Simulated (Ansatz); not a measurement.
**In4Sb5 zinc blende off sphere (In4Sb5H16+): single points with varied inputs**

Aim: run In4Sb5 zinc blende off sphere (In4Sb5H16+) under a spread of inputs, and see what each costs and gives.

The runs use Ansatz 0.2.0, Gaussian basis; the settings change from run to run.

1 further run of the same task is left out (set aside as unsound or not needed).

## 1. The geometry

The geometry comes from an earlier relaxation with r2SCAN-D4/def2-SVP; it is a stationary point, not always the lowest conformer. Sb, In take a core potential in def2 sets; no spin-orbit term is included.

25 atoms, charge 1, spin multiplicity 1.

Atoms are counted from 1 here; the program's logs count them from 0.

Bond lengths: Sb1–In6 2.851 Å, Sb1–In7 2.936 Å, Sb1–H10 1.699 Å, Sb1–H11 1.700 Å, Sb2–In6 2.852 Å, Sb2–In8 2.937 Å, Sb2–H12 1.699 Å, Sb2–H13 1.700 Å, Sb3–In6 2.877 Å, Sb3–In9 2.877 Å, Sb3–H14 1.698 Å, Sb3–H15 1.698 Å, Sb4–In7 2.936 Å, Sb4–In9 2.852 Å, Sb4–H16 1.700 Å, Sb4–H17 1.699 Å, Sb5–In8 2.937 Å, Sb5–In9 2.852 Å and more. Angles: In6–Sb1–In7 131.2°, In6–Sb1–H10 102.8°, In6–Sb1–H11 102.8°, In7–Sb1–H10 108.7°, In7–Sb1–H11 109.8°, H10–Sb1–H11 96.0°, In6–Sb2–In8 131.3°, In6–Sb2–H12 102.8°, In6–Sb2–H13 102.7°, In8–Sb2–H12 108.6°, In8–Sb2–H13 109.7°, H12–Sb2–H13 96.0°, In6–Sb3–In9 124.1°, In6–Sb3–H14 108.1°, In6–Sb3–H15 108.1°, In9–Sb3–H14 108.1°, In9–Sb3–H15 108.1°, H14–Sb3–H15 96.8° and more.

## 2. HSE06/def2-SVP

Contents of in.yaml:

```yaml
crystal:
  periodic: [false, false, false]
  atoms:
    - {symbol: Sb, position_ang: [0.311950, -3.104611, 0.053393]}
    - {symbol: Sb, position_ang: [0.306886, 0.052290, -3.103245]}
    - {symbol: Sb, position_ang: [-2.774547, -0.006379, -0.002731]}
    - {symbol: Sb, position_ang: [0.304800, -0.053620, 3.102563]}
    - {symbol: Sb, position_ang: [0.298844, 3.104614, -0.052272]}
    - {symbol: In, position_ang: [-1.422424, -1.802418, -1.797819]}
    - {symbol: In, position_ang: [2.198156, -2.023446, 2.026886]}
    - {symbol: In, position_ang: [2.187650, 2.036476, -2.030896]}
    - {symbol: In, position_ang: [-1.431891, 1.793041, 1.796109]}
    - {symbol: H, position_ang: [1.131168, -4.226195, -0.924818]}
    - {symbol: H, position_ang: [-0.715452, -4.234627, 0.798990]}
    - {symbol: H, position_ang: [1.128733, -0.924849, -4.223926]}
    - {symbol: H, position_ang: [-0.723347, 0.792771, -4.234110]}
    - {symbol: H, position_ang: [-3.901802, -0.905117, 0.893800]}
    - {symbol: H, position_ang: [-3.901553, 0.889740, -0.902184]}
    - {symbol: H, position_ang: [-0.722716, -0.802403, 4.230380]}
    - {symbol: H, position_ang: [1.118955, 0.926698, 4.226037]}
    - {symbol: H, position_ang: [-0.730852, 4.235786, -0.792923]}
    - {symbol: H, position_ang: [1.116443, 4.223967, 0.929915]}
    - {symbol: H, position_ang: [-2.462158, -2.765937, -2.763484]}
    - {symbol: H, position_ang: [2.320267, -3.227288, 3.232741]}
    - {symbol: H, position_ang: [3.253820, -1.069409, 1.075444]}
    - {symbol: H, position_ang: [2.291920, 3.241404, -3.237191]}
    - {symbol: H, position_ang: [3.256812, 1.093956, -1.083659]}
    - {symbol: H, position_ang: [-2.476862, 2.753256, 2.759402]}
basis:
  gaussian: {orbitals: def2-SVP}
total_charge: 1
hamiltonian: {xc: {name: HSE06}}
scf: {omitted_lower_state_checks: [starts]}
output: {forces: true}
```

The run is started by

```sh
> ansatz run in.yaml --threads 2 --pin off --events-out ev --progress --plain --max-ram 32768MiB --backend cuda --devices 0, --max-vram 18GiB
```

Output, cut to the lines that bear on the results:

```text
Functional definition: HSE06
  name "HSE06"
  cite "Heyd, Scuseria & Ernzerhof, J. Chem. Phys. 118, 8207 (2003) doi:10.1063/1.1564060"
  cite "Krukau, Vydrov, Izmaylov & Scuseria, J. Chem. Phys. 125, 224106 (2006) doi:10.1063/1.2404663"
  cite "Heyd & Scuseria, J. Chem. Phys. 120, 7274 (2004) doi:10.1063/1.1668634"
  cite "Ernzerhof & Perdew, J. Chem. Phys. 109, 3313 (1998) doi:10.1063/1.476928"
  cite "Perdew, Burke & Ernzerhof, Phys. Rev. Lett. 77, 3865 (1996) doi:10.1103/PhysRevLett.77.3865"
  parent pbe
[...]
  # The whole range is PBE's own exchange, as in plane waves. The composition of these papers is wPBEh.
[...]
3842 factors; integrals over basis functions are off by at most 4.9e-4 eV
245 factors; integrals over basis functions are off by at most 2.5e-7 eV
[...]
mean field -53639.17784562 eV, -1971.2034278859 hartree, gradient 5.9e-5 eV, S^2 0.000000; 0 other end points of the search recorded, 0 dependent functions left out
[...]
reference -53639.17794405 eV, -1971.2034315031 hartree; 107, 107 occupied and 207, 207 virtual orbitals, 3842 factors
Total energy: -53639.17794405 eV, -1971.2034315031 hartree
Atom 0 at     0.311950    -3.104611     0.053393 Å, force    -0.026347    -0.101591    -0.010851 eV/Å
Atom 1 at     0.306886     0.052290    -3.103245 Å, force    -0.024732    -0.011886    -0.099258 eV/Å
Atom 2 at    -2.774547    -0.006379    -0.002731 Å, force    -0.097079    -0.000927     0.001279 eV/Å
[...]
Atom 9 at     1.131168    -4.226195    -0.924818 Å, force     0.001569     0.026079     0.010525 eV/Å
Atom 10 at    -0.715452    -4.234627     0.798990 Å, force     0.013115     0.023818    -0.004655 eV/Å
Atom 11 at     1.128733    -0.924849    -4.223926 Å, force     0.001219     0.010514     0.026558 eV/Å
Atom 12 at    -0.723347     0.792771    -4.234110 Å, force     0.013208    -0.004708     0.024461 eV/Å
Atom 13 at    -3.901802    -0.905117     0.893800 Å, force     0.025702     0.006753    -0.006750 eV/Å
Atom 14 at    -3.901553     0.889740    -0.902184 Å, force     0.026022    -0.006704     0.006582 eV/Å
Atom 15 at    -0.722716    -0.802403     4.230380 Å, force     0.012397     0.005595    -0.023841 eV/Å
Atom 16 at     1.118955     0.926698     4.226037 Å, force     0.001554    -0.010794    -0.026496 eV/Å
Atom 17 at    -0.730852     4.235786    -0.792923 Å, force     0.013087    -0.024527     0.004363 eV/Å
Atom 18 at     1.116443     4.223967     0.929915 Å, force     0.001600    -0.026140    -0.010769 eV/Å
Atom 19 at    -2.462158    -2.765937    -2.763484 Å, force    -0.010100    -0.007657    -0.005326 eV/Å
Atom 20 at     2.320267    -3.227288     3.232741 Å, force     0.003657    -0.008825     0.007758 eV/Å
Atom 21 at     3.253820    -1.069409     1.075444 Å, force     0.021045     0.011971    -0.013214 eV/Å
Atom 22 at     2.291920     3.241404    -3.237191 Å, force     0.005439     0.010510    -0.010064 eV/Å
Atom 23 at     3.256812     1.093956    -1.083659 Å, force     0.020660    -0.014507     0.014312 eV/Å
Atom 24 at    -2.476862     2.753256     2.759402 Å, force    -0.010461     0.006357     0.006666 eV/Å
Dipole moment:    -0.148077    -0.002346     0.001203 e Å
Checks for a lower state left out: starts
```

It took 14 s on 1 × H100 (card shared with other runs) with 2 threads of AMD EPYC 7R13, shared host; peak host memory 1.6 GiB.

Largest force 0.106 eV/Å.

## 3. revPBE/def2-mTZVP

This run has atoms shaken by 0.03 Å.

Contents of in.yaml:

```yaml
crystal:
  periodic: [false, false, false]
  atoms:
    - {symbol: Sb, position_ang: [0.316134, -3.077761, 0.067936]}
    - {symbol: Sb, position_ang: [0.287769, 0.031031, -3.081527]}
    - {symbol: Sb, position_ang: [-2.778108, 0.000690, 0.015564]}
    - {symbol: Sb, position_ang: [0.353867, -0.075199, 3.101598]}
    - {symbol: Sb, position_ang: [0.325509, 3.037979, -0.052414]}
    - {symbol: In, position_ang: [-1.479578, -1.812404, -1.789097]}
    - {symbol: In, position_ang: [2.232768, -1.970650, 2.064555]}
    - {symbol: In, position_ang: [2.125583, 2.046718, -2.002100]}
    - {symbol: In, position_ang: [-1.390299, 1.778349, 1.753535]}
    - {symbol: H, position_ang: [1.087553, -4.209236, -0.949223]}
    - {symbol: H, position_ang: [-0.686909, -4.303374, 0.808429]}
    - {symbol: H, position_ang: [1.105694, -0.900557, -4.244969]}
    - {symbol: H, position_ang: [-0.685044, 0.816253, -4.235078]}
    - {symbol: H, position_ang: [-3.858050, -0.876044, 0.898787]}
    - {symbol: H, position_ang: [-3.885154, 0.955250, -0.936803]}
    - {symbol: H, position_ang: [-0.741970, -0.833382, 4.204803]}
    - {symbol: H, position_ang: [1.152966, 0.930689, 4.249223]}
    - {symbol: H, position_ang: [-0.672026, 4.225691, -0.792143]}
    - {symbol: H, position_ang: [1.101824, 4.209719, 0.934309]}
    - {symbol: H, position_ang: [-2.465624, -2.741869, -2.798089]}
    - {symbol: H, position_ang: [2.324486, -3.283237, 3.189257]}
    - {symbol: H, position_ang: [3.254190, -1.064532, 1.031259]}
    - {symbol: H, position_ang: [2.249883, 3.245120, -3.230779]}
    - {symbol: H, position_ang: [3.324168, 1.066374, -1.075063]}
    - {symbol: H, position_ang: [-2.439271, 2.757183, 2.792842]}
basis:
  gaussian: {orbitals: def2-mTZVP}
total_charge: 1
hamiltonian: {xc: {name: revPBE}}
scf: {omitted_lower_state_checks: [starts]}
output: {forces: true}
```

The command is unchanged.

Output, cut to the lines that bear on the results:

```text
Functional definition: revPBE
  name "revPBE"
  cite "Zhang & Yang, Phys. Rev. Lett. 80, 890 (1998) doi:10.1103/PhysRevLett.80.890"
  cite "Perdew, Burke & Ernzerhof, Phys. Rev. Lett. 77, 3865 (1996) doi:10.1103/PhysRevLett.77.3865"
[...]
4020 factors; their error is unknown
[...]
mean field -53650.78198806 eV, -1971.6298722551 hartree, gradient 4.7e-5 eV, S^2 0.000000; 0 other end points of the search recorded, 0 dependent functions left out
[...]
reference -53650.78214472 eV, -1971.6298780124 hartree; 107, 107 occupied and 265, 265 virtual orbitals, 4020 factors
Total energy: -53650.78214472 eV, -1971.6298780124 hartree
Atom 0 at     0.316134    -3.077761     0.067936 Å, force    -0.360126    -0.396539     0.191228 eV/Å
Atom 1 at     0.287769     0.031031    -3.081527 Å, force     0.049877     0.108372     0.019320 eV/Å
[...]
Atom 16 at     1.152966     0.930689     4.249223 Å, force    -0.065190    -0.075112    -0.023071 eV/Å
Atom 17 at    -0.672026     4.225691    -0.792143 Å, force    -0.059551    -0.086435    -0.038906 eV/Å
Atom 18 at     1.101824     4.209719     0.934309 Å, force     0.084992    -0.088097     0.027505 eV/Å
Atom 19 at    -2.465624    -2.741869    -2.798089 Å, force    -0.363757    -0.306026    -0.295688 eV/Å
Atom 20 at     2.324486    -3.283237     3.189257 Å, force     0.041612     0.101707    -0.006800 eV/Å
Atom 21 at     3.254190    -1.064532     1.031259 Å, force     0.143234     0.116120    -0.044339 eV/Å
Atom 22 at     2.249883     3.245120    -3.230779 Å, force     0.009017     0.084251    -0.054903 eV/Å
Atom 23 at     3.324168     1.066374    -1.075063 Å, force    -0.483448     0.406404    -0.356168 eV/Å
Atom 24 at    -2.439271     2.757183     2.792842 Å, force     0.235675    -0.208687    -0.228478 eV/Å
Dipole moment:    -0.183060     0.036242     0.114644 e Å
Checks for a lower state left out: starts
```

It took 7.5 s on 1 × H100 (card shared with other runs) with 2 threads of AMD EPYC 7R13, shared host; peak host memory 1 GiB.

Largest force 1.179 eV/Å.

## 4. PBE0/def2-SVPD

Set apart from the defaults: atoms shaken by 0.15 Å, density fitting with def2-universal-jkfit.

Contents of in.yaml:

```yaml
crystal:
  periodic: [false, false, false]
  atoms:
    - {symbol: Sb, position_ang: [0.290398, -3.417688, 0.210816]}
    - {symbol: Sb, position_ang: [0.278596, 0.221235, -3.243562]}
    - {symbol: Sb, position_ang: [-2.837583, 0.014748, -0.232422]}
    - {symbol: Sb, position_ang: [0.649232, -0.076788, 3.110457]}
    - {symbol: Sb, position_ang: [0.422050, 3.169345, 0.037110]}
    - {symbol: In, position_ang: [-1.362449, -1.837292, -1.816719]}
    - {symbol: In, position_ang: [2.310864, -2.171161, 2.087815]}
    - {symbol: In, position_ang: [2.445216, 2.269489, -2.118718]}
    - {symbol: In, position_ang: [-1.530379, 1.814557, 1.865439]}
    - {symbol: H, position_ang: [0.912365, -4.377443, -1.053102]}
    - {symbol: H, position_ang: [-0.896587, -4.277648, 0.858867]}
    - {symbol: H, position_ang: [1.048200, -1.013582, -4.215019]}
    - {symbol: H, position_ang: [-0.697597, 1.155183, -4.355087]}
    - {symbol: H, position_ang: [-3.983695, -0.704984, 0.839307]}
    - {symbol: H, position_ang: [-3.864838, 0.995260, -0.994128]}
    - {symbol: H, position_ang: [-0.760064, -0.493819, 4.205421]}
    - {symbol: H, position_ang: [1.361254, 0.882153, 4.089563]}
    - {symbol: H, position_ang: [-0.753861, 4.275070, -0.900635]}
    - {symbol: H, position_ang: [0.966016, 4.352037, 0.817869]}
    - {symbol: H, position_ang: [-2.799824, -2.877243, -2.645032]}
    - {symbol: H, position_ang: [2.336280, -3.237707, 3.412454]}
    - {symbol: H, position_ang: [3.443697, -1.011824, 0.881041]}
    - {symbol: H, position_ang: [2.443907, 3.255733, -3.189780]}
    - {symbol: H, position_ang: [3.296400, 1.066849, -1.214555]}
    - {symbol: H, position_ang: [-2.746281, 2.538270, 2.548831]}
basis:
  gaussian: {orbitals: def2-SVPD, fitting: {mean_field: def2-universal-jkfit}}
total_charge: 1
hamiltonian: {xc: {name: PBE0}}
scf: {omitted_lower_state_checks: [starts]}
output: {forces: true}
```

Launched as before.

Output, cut to the lines that bear on the results:

```text
Functional definition: PBE0
  name "PBE0"
  cite "Adamo & Barone, J. Chem. Phys. 110, 6158 (1999) doi:10.1063/1.478522"
  cite "Perdew, Burke & Ernzerhof, Phys. Rev. Lett. 77, 3865 (1996) doi:10.1103/PhysRevLett.77.3865"
  parent pbe
[...]
2250 factors; integrals over basis functions are off by at most 4.2e-1 eV
[...]
mean field -53636.14169091 eV, -1971.0918512582 hartree, gradient 3.8e-5 eV, S^2 0.000000; 0 other end points of the search recorded, 0 dependent functions left out
[...]
reference -53636.14177376 eV, -1971.0918543030 hartree; 107, 107 occupied and 309, 309 virtual orbitals, 2250 factors
Total energy: -53636.14177376 eV, -1971.0918543030 hartree
Atom 0 at     0.290398    -3.417688     0.210816 Å, force     0.986519     2.042141    -1.477110 eV/Å
Atom 1 at     0.278596     0.221235    -3.243562 Å, force     0.172682    -0.329402     0.163040 eV/Å
[...]
Atom 16 at     1.361254     0.882153     4.089563 Å, force     1.511754     1.877590     2.042299 eV/Å
Atom 17 at    -0.753861     4.275070    -0.900635 Å, force     1.057671    -1.062414     0.773469 eV/Å
Atom 18 at     0.966016     4.352037     0.817869 Å, force     1.555237     3.055991     2.140624 eV/Å
Atom 19 at    -2.799824    -2.877243    -2.645032 Å, force     1.455732     0.818730     0.598837 eV/Å
Atom 20 at     2.336280    -3.237707     3.412454 Å, force     0.239926    -0.166851     0.002534 eV/Å
Atom 21 at     3.443697    -1.011824     0.881041 Å, force    -1.166988    -1.365271     1.279056 eV/Å
Atom 22 at     2.443907     3.255733    -3.189780 Å, force    -0.010235     3.638758    -3.762767 eV/Å
Atom 23 at     3.296400     1.066849    -1.214555 Å, force    -0.098033     0.337063    -0.143283 eV/Å
Atom 24 at    -2.746281     2.538270     2.548831 Å, force    -1.612988     1.149159     1.285095 eV/Å
Dipole moment:     0.354819     0.075295     0.158992 e Å
Checks for a lower state left out: starts
```

Run time: 8.6 s. Hardware: 1 × H100 (card shared with other runs) with 2 threads of AMD EPYC 7R13, shared host; peak host memory 1.1 GiB.

Largest force 5.946 eV/Å.

## 5. All runs side by side

```csv
level,charge,multiplicity,geometry,functions,energy (eV),time
HSE06/def2-SVP,1,1,relaxed,314,-53639.178,14 s
revPBE/def2-mTZVP,1,1,shaken,372,-53650.782,7.5 s
PBE0/def2-SVPD,1,1,shaken,416,-53636.142,8.6 s
```

## 6. Outcome

| quantity | value |
| --- | --- |
| runs | 3 |
| quickest | revPBE/def2-mTZVP, 7.5 s |
| slowest | HSE06/def2-SVP, 14 s |

**Reading.** The runs differ in state or geometry as well as level, so their energies can't be set against each other. The times lie within a factor of two. At the r2SCAN-D4/def2-SVP geometry and in the same state, runs without warnings or point charges leave forces up to 0.11 eV/Å (HSE06/def2-SVP), against 5.9 eV/Å where the atoms were moved.
